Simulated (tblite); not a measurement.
# C8H9FNP: the cost of one run

Computed with tblite 0.8.0 and PySCF 2.14.0, with density-fitted response routines of our own, on a single molecule in the gas phase. Atoms are numbered from 0 throughout.

### 1 The starting structure

20 atoms, charge 0, multiplicity 1; geometry from: force field or distance geometry start.

Bonds of the start (Å): F0–C1 1.33, C1–C2 1.34, C2–C3 1.48, C3–C4 1.53, C4–P5 1.87, P5–N6 1.74, N6–C7 1.37, C7–C8 1.37, C8–C9 1.41, C9–C10 1.38, P5–C1 1.84, C10–N6 1.36, C2–H11 1.09, C3–H12 1.11, C3–H13 1.10, C4–H14 1.10, C4–H15 1.09, C7–H16 1.08, C8–H17 1.08, C9–H18 1.09, C10–H19 1.08.

### 2 Geometry optimisation with GFN2-xTB

The job: settings as JSON, then the geometry in Å.

```
{"job": {"kind": "relax", "xc": "GFN2-xTB", "basis": "xTB"}, "charge": 0, "multiplicity": 1}
F     -1.215200     1.613300    -2.449400
C     -1.355400     0.739200    -1.453900
C     -2.140700     0.945300    -0.393400
C     -2.151400    -0.106300     0.650500
C     -1.563300    -1.391500     0.051700
P     -0.435700    -0.856600    -1.346900
N      1.006200    -0.269600    -0.567000
C      1.625600    -0.869500     0.503100
C      2.758400    -0.148600     0.796800
C      2.837400     0.901200    -0.148100
C      1.756100     0.779100    -1.001000
H     -2.737200     1.851400    -0.293800
H     -3.170900    -0.304500     1.031900
H     -1.545800     0.221900     1.509600
H     -2.372500    -1.973400    -0.402100
H     -1.077500    -2.018600     0.804900
H      1.226200    -1.762300     0.969600
H      3.450800    -0.365200     1.594200
H      3.618100     1.655600    -0.219000
H      1.481800     1.369600    -1.857700
```

Launch:

```console
$ OMP_NUM_THREADS=1 python probes_run.py task.json out
```

One launch serves the whole session: the jobs run in the order shown.

**Question.** How long does this first job take on 1 thread of Arm Neoverse V1, shared host, and how much memory does it need?

About 1.8 s, with a peak of 0.18 GiB.
